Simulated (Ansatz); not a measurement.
# CH₇ClO₂Si₂: up Jacob's ladder to CCSD(T)

The task here is to estimate one member of a computed series from the others.

Program: Ansatz 0.2.0, Gaussian basis. Level of theory: functionals in def2-TZVPP, the program's frozen cores in correlated methods. These are calculated values, not measurements.

Levels to be run: PBE-D4, r2SCAN-D4, PBE0-D4, B3LYP-D4, ωB97X-V, ωB97M-V, B2PLYP; CCSD(T)/def2-TZVPP; MP2/def2-QZVPP; extrapolation to the limit.

## Structure used throughout

All runs share one geometry, relaxed beforehand with PBE0-D4 in a triple-zeta def2 set.

SMILES `C[Si@@H](O)[Si@H](O)Cl`, 13 atoms, charge 0, spin multiplicity 1.

Atoms are counted from 1 here; the program's logs count them from 0.

Bond lengths: C1–Si2 1.866 Å, C1–H7 1.092 Å, C1–H8 1.093 Å, C1–H9 1.093 Å, Si2–O3 1.655 Å, Si2–Si4 2.345 Å, Si2–H10 1.497 Å, O3–H11 0.958 Å, Si4–O5 1.640 Å, Si4–Cl6 2.077 Å, Si4–H12 1.480 Å, O5–H13 0.959 Å. Angles: Si2–C1–H7 111.2°, Si2–C1–H8 109.9°, Si2–C1–H9 111.1°, H7–C1–H8 108.2°, H7–C1–H9 108.3°, H8–C1–H9 108.0°, C1–Si2–O3 112.8°, C1–Si2–Si4 111.2°, C1–Si2–H10 108.5°, O3–Si2–Si4 106.2°, O3–Si2–H10 110.2°, Si4–Si2–H10 107.7°, Si2–O3–H11 118.2°, Si2–Si4–O5 114.6°, Si2–Si4–Cl6 103.7°, Si2–Si4–H12 116.2°, O5–Si4–Cl6 110.5°, O5–Si4–H12 105.0° and more.

Geometry (Å):

```
C    -0.9778    0.2585   -1.6902
Si   -0.6939   -0.0931    0.1198
O    -1.1896   -1.6080    0.5655
Si    1.5843    0.0364    0.6616
O     1.9154   -0.1075    2.2615
Cl    2.1483    1.9117   -0.0310
H    -0.4664   -0.4730   -2.3199
H    -0.5965    1.2519   -1.9408
H    -2.0435    0.2349   -1.9340
H    -1.4126    0.9444    0.9246
H    -2.1239   -1.8134    0.5100
H     2.4705   -0.9454   -0.0034
H     1.3858    0.4028    2.8764
```

The first run:

Contents of in.yaml:

```yaml
crystal:
  periodic: [false, false, false]
  atoms:
    - {symbol: C, position_ang: [-0.977821, 0.258542, -1.690230]}
    - {symbol: Si, position_ang: [-0.693879, -0.093132, 0.119828]}
    - {symbol: O, position_ang: [-1.189649, -1.608034, 0.565472]}
    - {symbol: Si, position_ang: [1.584297, 0.036366, 0.661555]}
    - {symbol: O, position_ang: [1.915360, -0.107536, 2.261452]}
    - {symbol: Cl, position_ang: [2.148298, 1.911652, -0.030993]}
    - {symbol: H, position_ang: [-0.466393, -0.473046, -2.319907]}
    - {symbol: H, position_ang: [-0.596526, 1.251939, -1.940822]}
    - {symbol: H, position_ang: [-2.043500, 0.234914, -1.934045]}
    - {symbol: H, position_ang: [-1.412622, 0.944442, 0.924591]}
    - {symbol: H, position_ang: [-2.123901, -1.813415, 0.510015]}
    - {symbol: H, position_ang: [2.470514, -0.945438, -0.003365]}
    - {symbol: H, position_ang: [1.385834, 0.402754, 2.876439]}
basis:
  gaussian: {orbitals: def2-TZVPP}
hamiltonian: {xc: pbe, dispersion: d4}
output: {forces: true, orbitals: {seedname: orbitals}}
```

Started as:

```bash
$ ansatz run in.yaml --threads 2 --pin off --events-out ev --progress --plain --max-ram 32768MiB --backend cuda --devices 0, --max-vram 18GiB
```

Steps of the session up to this table: PBE-D4 (GGA); r2SCAN-D4 (meta-GGA); PBE0-D4 (hybrid); B3LYP-D4 (hybrid); ωB97X-V (range-separated); ωB97M-V (range-separated); B2PLYP (double hybrid); CCSD(T) in def2-TZVPP; MP2 in def2-QZVPP.

One of the session's tables, all rows but one given; the rest of the session is left out.

```
            method  atomisation energy (kcal/mol)
            PBE-D4                         1141.0
         r2SCAN-D4                         1134.6
           PBE0-D4                         1124.3
          B3LYP-D4                         1126.3
           ωB97X-V                         1136.7
           ωB97M-V                         1135.1
            B2PLYP                         1115.8
     HF/def2-TZVPP                          830.0
    MP2/def2-TZVPP                              ?
   CCSD/def2-TZVPP                         1086.9
CCSD(T)/def2-TZVPP                         1102.5
           MP2/CBS                         1156.8
       CCSD(T)/CBS                         1136.5
```

Estimate the missing values for MP2/def2-TZVPP.

**Answer.** atomisation energy (kcal/mol): 1122.9. In the column «atomisation energy (kcal/mol)» it lies between B2PLYP (1115.8) and PBE0-D4 (1124.3).
